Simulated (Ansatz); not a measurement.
**C₂H₅BOS₂: basis-set convergence**

One table from this session's results is given with a row withheld; the runs are named, their logs left out.

Program: Ansatz 0.2.0, Gaussian basis. Level of theory: one geometry, several basis sets. These are calculated values, not measurements.

Levels to be run: PBE0-D4/def2-SVP; ωB97M-V/def2-SVP; PBE0-D4/def2-QZVPP; ωB97M-V/def2-QZVPP; the functionals' def2-TZVPP values are taken from earlier runs.

## The geometry

All runs share one geometry, relaxed beforehand with PBE0-D4 in a triple-zeta def2 set.

11 atoms, charge 0, spin multiplicity 1.

Atoms are counted from 1 here; the program's logs count them from 0.

Bond lengths: B1–C2 1.607 Å, B1–S5 1.983 Å, B1–H7 1.203 Å, B1–H8 1.202 Å, C2–O3 1.172 Å, C2–S4 1.963 Å, S4–S5 2.048 Å, S5–C6 1.798 Å, C6–H9 1.089 Å, C6–H10 1.092 Å, C6–H11 1.088 Å. Angles: C2–B1–S5 92.9°, C2–B1–H7 110.9°, C2–B1–H8 117.2°, S5–B1–H7 107.5°, S5–B1–H8 110.3°, H7–B1–H8 115.5°, B1–C2–O3 138.2°, B1–C2–S4 99.5°, O3–C2–S4 122.2°, C2–S4–S5 81.3°, B1–S5–S4 85.4°, B1–S5–C6 102.8°, S4–S5–C6 104.0°, S5–C6–H9 109.0°, S5–C6–H10 106.6°, S5–C6–H11 109.7°, H9–C6–H10 110.0°, H9–C6–H11 111.2° and more.

Set-up of the first run:

Contents of in.yaml:

```yaml
crystal:
  periodic: [false, false, false]
  atoms:
    - {symbol: B, position_ang: [0.240267, -0.939396, -0.920225]}
    - {symbol: C, position_ang: [0.868901, -1.558017, 0.423001]}
    - {symbol: O, position_ang: [1.796916, -2.200528, 0.737693]}
    - {symbol: S, position_ang: [-0.508641, -1.008790, 1.708721]}
    - {symbol: S, position_ang: [-1.200499, -0.000074, 0.066116]}
    - {symbol: C, position_ang: [-0.532003, 1.657526, 0.261804]}
    - {symbol: H, position_ang: [-0.277202, -1.797136, -1.585708]}
    - {symbol: H, position_ang: [0.912580, -0.149246, -1.527379]}
    - {symbol: H, position_ang: [-1.061764, 2.159790, 1.069601]}
    - {symbol: H, position_ang: [-0.708342, 2.179004, -0.680928]}
    - {symbol: H, position_ang: [0.535188, 1.599866, 0.468004]}
basis:
  gaussian: {orbitals: def2-SVP}
hamiltonian: {xc: pbe0, dispersion: d4}
output: {orbitals: {seedname: orbitals}}
```

Steps of the session up to this table: PBE0-D4 in def2-SVP; ωB97M-V in def2-SVP; PBE0-D4 in def2-QZVPP; ωB97M-V in def2-QZVPP.

One of the session's tables, all rows but one given; the rest of the session is left out.

It belongs to the step «Density functionals: the series». 

```
functional       basis  HOMO (eV)
   PBE0-D4    def2-SVP      -7.16
   PBE0-D4  def2-TZVPP          ?
   PBE0-D4  def2-QZVPP      -7.21
   ωB97M-V    def2-SVP      -9.22
   ωB97M-V  def2-TZVPP      -9.29
   ωB97M-V  def2-QZVPP      -9.32
```

**Question.** Estimate the row for PBE0-D4, def2-TZVPP.

As computed: HOMO (eV): -7.19. In the column «HOMO (eV)» it lies between PBE0-D4, def2-QZVPP (-7.21) and PBE0-D4, def2-SVP (-7.16).
